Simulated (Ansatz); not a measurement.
# CH7PSSi: the cost of one run

Method: the settings change from run to run; program: Ansatz 0.2.0, Gaussian basis.

## Step 1: The relaxed structure

The geometry comes from an earlier relaxation with PBE0-D4 in a triple-zeta def2 set; it is a stationary point, not always the lowest conformer.

SMILES `C[SiH2]SP`, 11 atoms, charge 0, spin multiplicity 1.

Atoms are counted from 1 here; the program's logs count them from 0.

Bond lengths: C1–Si2 1.864 Å, C1–H5 1.092 Å, C1–H6 1.092 Å, C1–H7 1.093 Å, Si2–S3 2.141 Å, Si2–H8 1.488 Å, Si2–H9 1.488 Å, S3–P4 2.118 Å, P4–H10 1.423 Å, P4–H11 1.423 Å. Angles: Si2–C1–H5 110.9°, Si2–C1–H6 110.9°, Si2–C1–H7 110.0°, H5–C1–H6 108.5°, H5–C1–H7 108.2°, H6–C1–H7 108.2°, C1–Si2–S3 108.9°, C1–Si2–H8 111.4°, C1–Si2–H9 111.4°, S3–Si2–H8 108.6°, S3–Si2–H9 108.6°, H8–Si2–H9 108.0°, Si2–S3–P4 99.9°, S3–P4–H10 99.1°, S3–P4–H11 99.1°, H10–P4–H11 92.9°.

Geometry (Å):

```xyz
11
charge 0, multiplicity 1
C    -0.9062    1.8194    0.1425
Si    0.1871    0.3104    0.0936
S    -0.9984   -1.3855   -0.4561
P     0.4851   -2.8960   -0.4178
H    -1.7067    1.6965    0.8750
H    -1.3570    2.0057   -0.8345
H    -0.3191    2.6983    0.4215
H     1.2822    0.4662   -0.9021
H     0.8058    0.0458    1.4209
H     1.5037   -2.2306   -1.1552
H     1.0890   -2.5872    0.8327
```

## Step 2: HSE06/def2-SVPD

Options: charge +1, multiplicity 2, a grid of angular degree 47, a point charge of 2.00 e beside it, D3(BJ) with three-body dispersion, high accuracy, the search for lower states set to off.

Contents of in.yaml:

```yaml
crystal:
  periodic: [false, false, false]
  atoms:
    - {symbol: C, position_ang: [-0.906250, 1.819417, 0.142511]}
    - {symbol: Si, position_ang: [0.187084, 0.310430, 0.093558]}
    - {symbol: S, position_ang: [-0.998435, -1.385534, -0.456098]}
    - {symbol: P, position_ang: [0.485103, -2.896025, -0.417844]}
    - {symbol: H, position_ang: [-1.706706, 1.696547, 0.874983]}
    - {symbol: H, position_ang: [-1.357005, 2.005664, -0.834458]}
    - {symbol: H, position_ang: [-0.319062, 2.698317, 0.421547]}
    - {symbol: H, position_ang: [1.282154, 0.466193, -0.902088]}
    - {symbol: H, position_ang: [0.805796, 0.045817, 1.420907]}
    - {symbol: H, position_ang: [1.503692, -2.230633, -1.155248]}
    - {symbol: H, position_ang: [1.089031, -2.587192, 0.832729]}
basis:
  gaussian: {orbitals: def2-SVPD, final_grid: {core_spheres: 20, valence_spheres: 16, degree: 47}, point_charges: [{charge: 2.00, position_ang: [4.367, 0.751, -0.033]}]}
total_charge: 1
magnetization: {spin_polarized: true, initial_magnetization: 1}
hamiltonian: {xc: {name: HSE06}, dispersion: d3bjatm}
accuracy: high
scf: {lower_state_search: off}
output: {forces: true}
```

On the command line:

```bash
ansatz run in.yaml --threads 4 --pin off --events-out ev --progress --plain --max-ram 10444MiB
```

What time and memory should one allow on 4 threads of Arm Neoverse V2, shared host?

About 10 s, with a peak of 0.87 GiB.
